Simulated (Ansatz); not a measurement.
This script drives the Python package of Ansatz (0.2.0).

The script, `ch9b2psi_disp.py`:
```python
"""Dispersion corrections for CH9B2PSi."""

import warnings

import ansatz as az

BASIS = "def2-SVP"

GEOMETRY = """
B    -0.28340    1.82630    0.96720
C    -0.01140    0.39540    1.44970
B     1.12120   -0.22440    0.54550
P     0.97540   -1.86990   -0.41410
Si   -0.35890   -0.97330   -1.99390
H    -1.41030    2.15170    0.55030
H     0.52750    2.71140    0.99640
H     0.35900    0.44860    2.50300
H    -0.92080   -0.20440    1.41760
H     2.22320    0.28320    0.57890
H    -0.25320   -2.32610    0.38590
H    -1.43200   -0.19260   -1.33680
H     0.41030   -0.04170   -2.81850
H    -0.95970   -2.01330   -2.80260
"""

warnings.simplefilter("ignore", az.DeckWarning)

molecule = az.Crystal.molecule()
for line in GEOMETRY.strip().splitlines():
    symbol, *xyz = line.split()
    molecule = molecule.atom(symbol, [float(v) for v in xyz])

calc = molecule.calculation().basis(gaussian=BASIS)
for name in ["b3lyp", "revpbe"]:
    for correction in ("d3bj", "d4"):
        data = calc.functional(name, dispersion=correction).run(threads=1, pin="off").report
        print(f"{name:8s} {correction:5s} total {data['free_energy_ev']:.5f} eV, of which dispersion {1000 * data['dispersion']['energy']['ev']:.2f} meV")
```

It is started by `python ch9b2psi_disp.py`. Estimate its wall time and peak memory on 1 thread of Arm Neoverse V1, on a shared host.

It took about 18 s, with a peak of 0.3 GiB, for 4 runs of the engine.

Output of `python ch9b2psi_disp.py`:
```text
b3lyp    d3bj  total -19696.43544 eV, of which dispersion -637.82 meV
b3lyp    d4    total -19696.35429 eV, of which dispersion -556.68 meV
revpbe   d3bj  total -19690.98781 eV, of which dispersion -856.76 meV
revpbe   d4    total -19691.10795 eV, of which dispersion -976.90 meV
```

Notes:
- These settings explore the input space; basis and method may be short of convergence.
- The geometry is a force-field or estimated start, not a minimum of this method, and the basis set is short of its limit. D4 holds the three-body term, and d3bj doesn't.
- b3lyp holds the VWN-RPA fit, as in Gaussian; the form of ORCA and Turbomole is b3lyp5.

(Lines on the test bed's own set-up are left out of the output.)
